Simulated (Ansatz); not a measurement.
# C₆H₁₁NSi: ionisation energy by level of theory

One table from this session's results is given with a row withheld; the runs are named, their logs left out.

Program: Ansatz 0.2.0, Gaussian basis. Level of theory: unrestricted cation, the program's frozen cores in correlated methods. These are calculated values, not measurements.

Levels to be run: UKS PBE-D4/def2-TZVPP; UKS r2SCAN-D4/def2-TZVPP; UKS PBE0-D4/def2-TZVPP; UKS B3LYP-D4/def2-TZVPP; UKS wB97X-V/def2-TZVPP; UKS wB97M-V/def2-TZVPP; UKS B2PLYP/def2-TZVPP; UHF-CCSD(T)/def2-TZVPP; UHF-MP2/def2-QZVPP; extrapolation to the limit; then −ε(HOMO) from the neutral's earlier runs with LDA (SPW92), PBE-D4, revPBE-D4, BLYP-D4, r2SCAN-D4, B97M-V, PBE0-D4, B3LYP-D4, r2SCANh-D4, r2SCAN0-D4, HSE06-D4, BHLYP-D4, CAM-B3LYP-D4, LC-ωPBE, ωB97X-V, ωB97M-V.

## Structure used throughout

An earlier PBE0-D4 in a triple-zeta def2 set relaxation fixed the geometry.

SMILES `C=C[Si](N)(C=C)C=C`, 19 atoms, charge 0, spin multiplicity 1.

Atoms are counted from 1 here; the program's logs count them from 0.

Bond lengths: C1–C2 1.331 Å, C1–H9 1.087 Å, C1–H10 1.087 Å, C2–Si3 1.864 Å, C2–H11 1.090 Å, Si3–N4 1.718 Å, Si3–C5 1.864 Å, Si3–C7 1.868 Å, N4–H12 1.006 Å, N4–H13 1.007 Å, C5–C6 1.331 Å, C5–H14 1.090 Å, C6–H15 1.087 Å, C6–H16 1.087 Å, C7–C8 1.330 Å, C7–H17 1.091 Å, C8–H18 1.087 Å, C8–H19 1.087 Å. Angles: C2–C1–H9 122.4°, C2–C1–H10 121.4°, H9–C1–H10 116.2°, C1–C2–Si3 123.7°, C1–C2–H11 118.2°, Si3–C2–H11 118.2°, C2–Si3–N4 107.1°, C2–Si3–C5 110.8°, C2–Si3–C7 108.7°, N4–Si3–C5 108.2°, N4–Si3–C7 114.3°, C5–Si3–C7 107.8°, Si3–N4–H12 120.2°, Si3–N4–H13 121.5°, H12–N4–H13 111.8°, Si3–C5–C6 123.5°, Si3–C5–H14 118.6°, C6–C5–H14 117.9° and more.

The first run:

in.yaml reads:

```yaml
crystal:
  periodic: [false, false, false]
  atoms:
    - {symbol: C, position_ang: [-1.947466, -0.103173, -1.922722]}
    - {symbol: C, position_ang: [-1.643760, 0.422138, -0.738540]}
    - {symbol: Si, position_ang: [-0.046738, 0.087060, 0.162561]}
    - {symbol: N, position_ang: [-0.444171, -0.791758, 1.584173]}
    - {symbol: C, position_ang: [0.772246, 1.681181, 0.673790]}
    - {symbol: C, position_ang: [0.712302, 2.173945, 1.908292]}
    - {symbol: C, position_ang: [1.117413, -0.807092, -0.992459]}
    - {symbol: C, position_ang: [1.469194, -2.079834, -0.831644]}
    - {symbol: H, position_ang: [-2.885384, 0.108186, -2.430000]}
    - {symbol: H, position_ang: [-1.264441, -0.773710, -2.437616]}
    - {symbol: H, position_ang: [-2.366853, 1.090861, -0.271974]}
    - {symbol: H, position_ang: [-1.204297, -1.450629, 1.575636]}
    - {symbol: H, position_ang: [0.257952, -1.040567, 2.261455]}
    - {symbol: H, position_ang: [1.330697, 2.244364, -0.073867]}
    - {symbol: H, position_ang: [0.166497, 1.658546, 2.693868]}
    - {symbol: H, position_ang: [1.196905, 3.106071, 2.187225]}
    - {symbol: H, position_ang: [1.544081, -0.266434, -1.838203]}
    - {symbol: H, position_ang: [2.154517, -2.588624, -1.504663]}
    - {symbol: H, position_ang: [1.081306, -2.670562, -0.005333]}
basis:
  gaussian: {orbitals: def2-TZVPP}
total_charge: 1
magnetization: {spin_polarized: true, initial_magnetization: 1}
hamiltonian: {xc: pbe, dispersion: d4}
```

On the command line:

```console
$ ansatz run in.yaml --threads 4 --pin off --events-out ev --progress --plain --max-ram 66560MiB --backend cuda --devices 0, --max-vram 37GiB
```

Among the steps run: Cation, UKS PBE-D4/def2-TZVPP; Cation, UKS r2SCAN-D4/def2-TZVPP; Cation, UKS PBE0-D4/def2-TZVPP; Cation, UKS B3LYP-D4/def2-TZVPP; Cation, UKS wB97X-V/def2-TZVPP; Cation, UKS wB97M-V/def2-TZVPP; Cation, UKS B2PLYP (frozen core)/def2-TZVPP; Cation, UHF-CCSD(T)/def2-TZVPP; Cation, UHF-MP2/def2-QZVPP.

One table of the session follows, with a row left open; its other results are not shown here.

For comparison, −ε(HOMO) of the neutral from earlier runs:

```
  functional  −ε(HOMO) (eV)
 LDA (SPW92)              ?
      PBE-D4           5.86
   revPBE-D4           5.78
     BLYP-D4           5.74
   r2SCAN-D4           6.14
      B97M-V           6.24
     PBE0-D4           7.25
    B3LYP-D4           7.02
  r2SCANh-D4           6.67
  r2SCAN0-D4           7.45
    HSE06-D4           6.84
    BHLYP-D4           8.46
CAM-B3LYP-D4           8.67
     LC-ωPBE          10.03
     ωB97X-V           9.68
     ωB97M-V           9.59
```

Q: Estimate the row for LDA (SPW92) from the others.

As computed: −ε(HOMO) (eV): 6.03. In the column «−ε(HOMO) (eV)» it lies between PBE-D4 (5.86) and r2SCAN-D4 (6.14).
